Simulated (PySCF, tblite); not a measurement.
# 2,3-difluoropyrazine (C4H2F2N2): isotopologues and vibrational averages

How do isotopes change the rotational constants and shieldings of 2,3-difluoropyrazine (C4H2F2N2) (`Fc1nccnc1F`)?

Computed with tblite 0.8.0 (tight binding) and PySCF 2.14.0 (DFT, with response routines of our own); each step states its level. Atoms count from 0 throughout.

### 1 The starting structure

10 atoms, charge 0, multiplicity 1; geometry from: force field or distance geometry start.

Bonds of the start (Å): C1–C6 1.39, C1–N2 1.29, C3–C4 1.42, C3–H8 1.06, C4–H9 1.08, C4–N5 1.35, C6–F7 1.38, F0–C1 1.40, N2–C3 1.38, N5–C6 1.37.

### 2 GFN2-xTB relaxation, lowest of a short conformer search

Job settings and geometry (Å):

```
{"job": {"xc": "GFN2-xTB", "basis": "xTB", "kind": "relax"}, "charge": 0, "multiplicity": 1}
F      2.487100     1.033700     0.012700
C      1.178700     0.548000    -0.032000
N      0.196300     1.352200     0.185800
C     -1.103000     0.878200     0.128800
C     -1.309800    -0.525200     0.015500
N     -0.262300    -1.353700    -0.190800
C      1.001900    -0.818300    -0.184600
F      2.105200    -1.640300    -0.318900
H     -1.951800     1.492100     0.300100
H     -2.306800    -0.948000    -0.006700
```

Launch:

```bash
OMP_NUM_THREADS=1 python ens_run.py task.json out
```

One launch serves the whole session.

What it wrote:

```text
step      E/eV     max force
  0    -676.23486    3.103
  1    -676.53675    1.289
  2    -676.62761    0.787
  3    -676.70455    0.582
  4    -676.71670    0.357
  5    -676.72772    0.177
  6    -676.72995    0.137
  7    -676.73256    0.143
  8    -676.73411    0.141
  9    -676.73574    0.108
 10    -676.73651    0.059
 11    -676.73675    0.027
 12    -676.73681    0.020
 13    -676.73683    0.016
 14    -676.73685    0.012
 15    -676.73686    0.009
 16    -676.73686    0.007
 17    -676.73687    0.007
 18    -676.73687    0.007
 19    -676.73688    0.005
 20    -676.73688    0.004
 21    -676.73688    0.004
```

It took 0.18 s on 1 thread of Arm Neoverse N1, shared host.

Gain 0.502 eV; displacement 0.07 Å root mean square.

### 3 Tight optimisation and Hessian

Job settings and geometry (Å):

```
{"job": {"xc": "PBE0", "basis": "pcSseg-1", "grid": 2, "temperatures": [298.15, 1000], "kind": "geom"}, "charge": 0, "multiplicity": 1}
F      2.390752     1.077423     0.009068
C      1.172251     0.547018     0.001833
N      0.159328     1.361626     0.162986
C     -1.061440     0.838922     0.157597
C     -1.256932    -0.521396    -0.012090
N     -0.230008    -1.347329    -0.175645
C      0.974017    -0.831742    -0.171022
F      1.996612    -1.664497    -0.335026
H     -1.874034     1.536363     0.292691
H     -2.235015    -0.977770    -0.020503
```

What it wrote:

```text
step   0  E = -12578.8396637 eV  max force = 0.75608
step   1  E = -12578.8666040 eV  max force = 0.11310
step   2  E = -12578.8675850 eV  max force = 0.03794
step   3  E = -12578.8676402 eV  max force = 0.00472
step   4  E = -12578.8676413 eV  max force = 0.00052
step   5  E = -12578.8676413 eV  max force = 0.00052
step   6  E = -12578.8676413 eV  max force = 0.00029
harmonic wavenumbers (cm-1): 155.7 299.1 332.5 502.5 531.4 568.1 588.1 600.5 787.4 802.8 885.1 910.9 981.8 1118.7 1203.0 1285.0 1325.9 1359.7 1496.7 1522.7 1655.5 1659.8 3205.5 3222.3
```

Wall time 21 min (1 thread of Arm Neoverse N1, shared host); peak memory 0.63 GiB.

### 4 Displacements along the modes, parent

Job settings and geometry (Å):

```
{"job": {"xc": "PBE0", "basis": "pcSseg-1", "grid": 2, "temperatures": [298.15, 1000], "kind": "vib", "mass_numbers": [19, 12, 14, 12, 12, 14, 12, 19, 1, 1]}, "charge": 0, "multiplicity": 1}
F      2.394587     1.032390     0.001911
C      1.164410     0.547680     0.002317
N      0.171094     1.365945     0.163061
C     -1.059268     0.837173     0.157611
C     -1.254356    -0.520494    -0.012321
N     -0.219759    -1.354589    -0.177299
C      0.966419    -0.830191    -0.170016
F      2.013009    -1.622270    -0.329602
H     -1.891808     1.523917     0.292590
H     -2.248799    -0.960944    -0.018363
```

What it wrote:

```text
mode    cm-1    km/mol   phi_rrr   E(+)/cm-1  E(-)/cm-1
  1    155.73     0.00      -0.4      28.34      28.24
  2    299.15     0.00      16.8      54.56      53.35
  3    332.45     0.46      -0.6      59.81      60.20
  4    502.54    24.66       0.1      90.69      90.66
  5    531.40     0.15      -0.4      95.56      95.77
  6    568.13     2.01      -0.1     102.20     102.36
  7    588.14     8.23      10.1     106.28     105.55
  8    600.48     0.00      -0.1     108.10     108.19
  9    787.35     0.00      -0.4     141.79     141.79
 10    802.79    16.94      78.6     147.34     141.68
 11    885.06    35.82      -0.4     161.26     161.75
 12    910.88     0.09       0.4     163.97     163.95
 13    981.82     0.00       0.1     178.36     178.23
 14   1118.72     0.04    -122.3     197.24     206.04
 15   1202.96   130.47      -0.3     216.68     216.43
 16   1285.05    64.67    -138.7     226.73     236.70
 17   1325.95    41.41      -0.0     238.65     238.95
 18   1359.70     0.31     101.9     248.67     241.34
 19   1496.69     2.56       0.7     269.47     269.69
 20   1522.74   497.64     -70.1     271.68     276.73
 21   1655.54    22.32     159.3     303.89     292.43
 22   1659.79    14.41      22.1     299.75     298.15
 23   3205.48     0.34     -31.1     578.64     580.88
 24   3222.33     9.07   -1367.8     533.62     631.94
```

Run time: 23 min. Hardware: 1 thread of Arm Neoverse N1, shared host; peak memory 0.78 GiB.

### 5 Displacements along the modes, 13C at atom 3

The job, as its differences from that of step 4:

```diff
@@ -1,2 +1,2 @@
-{"job": {"xc": "PBE0", "basis": "pcSseg-1", "grid": 2, "temperatures": [298.15, 1000], "kind": "vib", "mass_numbers": [19, 12, 14, 12, 12, 14, 12, 19, 1, 1]}, "charge": 0, "multiplicity": 1}
+{"job": {"xc": "PBE0", "basis": "pcSseg-1", "grid": 2, "temperatures": [298.15, 1000], "kind": "vib", "mass_numbers": [19, 12, 14, 13, 12, 14, 12, 19, 1, 1]}, "charge": 0, "multiplicity": 1}
 F      2.394587     1.032390     0.001911
```

What it wrote:

```text
mode    cm-1    km/mol   phi_rrr   E(+)/cm-1  E(-)/cm-1
  1    155.19     0.00       0.4      28.14      28.24
  2    299.14     0.00      16.8      54.56      53.35
  3    331.32     0.45       0.6      59.99      59.61
  4    501.93    24.35      -0.2      90.55      90.58
  5    529.43     0.16       0.3      95.41      95.21
  6    566.58     2.06      -0.1     102.07     101.92
  7    585.01     8.14       9.9     105.71     104.98
  8    596.10     0.03       0.1     107.41     107.30
  9    785.90     0.02      -0.4     141.53     141.53
 10    801.20    16.39      77.9     147.03     141.42
 11    881.97    36.04       0.4     161.22     160.73
 12    901.09     0.15       3.5     162.33     162.06
 13    976.40     0.06      -0.1     177.28     177.43
 14   1110.96     0.02    -127.1     195.66     204.80
 15   1202.02   129.13      -3.2     216.41     216.37
 16   1275.85    65.92     131.7     234.81     225.33
 17   1324.44    42.15       1.3     238.43     238.63
 18   1355.00     0.39     -90.4     240.90     247.42
 19   1483.64     2.38       8.1     267.40     267.09
 20   1521.29   486.84     -64.8     271.61     276.29
 21   1641.97    30.98     101.6     299.37     292.05
 22   1658.18    15.45     129.5     303.32     293.99
 23   3198.87     0.98   -1125.2     539.03     619.82
 24   3218.37     8.13   -1532.2     527.86     637.94
```

Run time: 23 min. Hardware: 1 thread of Arm Neoverse N1, shared host; peak memory 0.78 GiB.

### 6 Vibrational averages by isotopologue

Job settings and geometry (Å):

```
{"job": {"xc": "PBE0", "basis": "pcSseg-1", "grid": 2, "temperatures": [298.15, 1000], "kind": "iso"}, "charge": 0, "multiplicity": 1}
F      2.394587     1.032390     0.001911
C      1.164410     0.547680     0.002317
N      0.171094     1.365945     0.163061
C     -1.059268     0.837173     0.157611
C     -1.254356    -0.520494    -0.012321
N     -0.219759    -1.354589    -0.177299
C      0.966419    -0.830191    -0.170016
F      2.013009    -1.622270    -0.329602
H     -1.891808     1.523917     0.292590
H     -2.248799    -0.960944    -0.018363
```

What it wrote:

```text
parent
  Be/MHz 3379.075 2446.933 1419.217
  B0/MHz 3359.075 2433.182 1410.885
  ZPE/cm-1 13500.4
  <sigma>(0 K)/ppm 258.952 27.906 -83.577 37.726 37.727 -83.572 27.909 258.957 22.853 22.853
13C at atom 3
  Be/MHz 3368.973 2407.422 1404.083
  B0/MHz 3349.059 2393.941 1395.863
  ZPE/cm-1 13450.9
  <sigma>(0 K)/ppm 258.963 27.906 -83.511 37.758 37.755 -83.579 27.905 258.959 22.855 22.854
```

Run time: 67 min. Hardware: 1 thread of Arm Neoverse N1, shared host; peak memory 0.78 GiB. This counts the whole study up to here.

Rotational constants (MHz) at equilibrium and in the ground state:

| isotopologue | Be | B0 | zero-point change (cm⁻¹) |
| --- | --- | --- | --- |
| parent | 3379.1, 2446.9, 1419.2 | 3359.1, 2433.2, 1410.9 | 0.0 |
| 13C at atom 3 | 3369.0, 2407.4, 1404.1 | 3349.1, 2393.9, 1395.9 | -49.5 |

Shieldings of the first species (ppm): at equilibrium, the vibrational parts at 0 K, and the averages:

| atom | equilibrium | anharmonic | harmonic | 0 K | 298.15 K | 1000 K |
| --- | --- | --- | --- | --- | --- | --- |
| F0 | 266.69 | -1.98 | -5.76 | 258.95 | 257.82 | 249.66 |
| C1 | 30.05 | -0.93 | -1.22 | 27.91 | 27.81 | 26.19 |
| N2 | -76.69 | -2.40 | -4.49 | -83.58 | -83.73 | -87.74 |
| C3 | 41.35 | -1.22 | -2.40 | 37.73 | 37.72 | 36.33 |
| C4 | 41.34 | -1.22 | -2.40 | 37.73 | 37.73 | 36.34 |
| N5 | -76.70 | -2.39 | -4.49 | -83.57 | -83.72 | -87.66 |
| C6 | 30.05 | -0.92 | -1.22 | 27.91 | 27.81 | 26.22 |
| F7 | 266.67 | -1.95 | -5.76 | 258.96 | 257.83 | 249.69 |
| H8 | 23.28 | -0.11 | -0.31 | 22.85 | 22.85 | 22.75 |
| H9 | 23.27 | -0.11 | -0.31 | 22.85 | 22.85 | 22.76 |

Isotope effects on the shieldings at 0 K (ppb; positive means more shielded):

| atom | 13C at atom 3 |
| --- | --- |
| F0 | 11 |
| C1 | 0 |
| N2 | 67 |
| C3 | 32 |
| C4 | 28 |
| N5 | -8 |
| C6 | -4 |
| F7 | 1 |
| H8 | 2 |
| H9 | 1 |

### 7 Outcome

```
                  quantity                       value
               point group                         C2v
   B0 of the first species  3359.1, 2433.2, 1410.9 MHz
         zero-point energy                  13500 cm⁻¹
zero-point change of σ(F0)                   -7.74 ppm
```

What this shows: Zero-point motion changes the shielding of F0 most, by -7.74 ppm. The largest secondary isotope effect is 67 ppb on N2, 1 bond from the change (13C at atom 3). The job flags a low mode; perturbation theory is less sure for low modes.
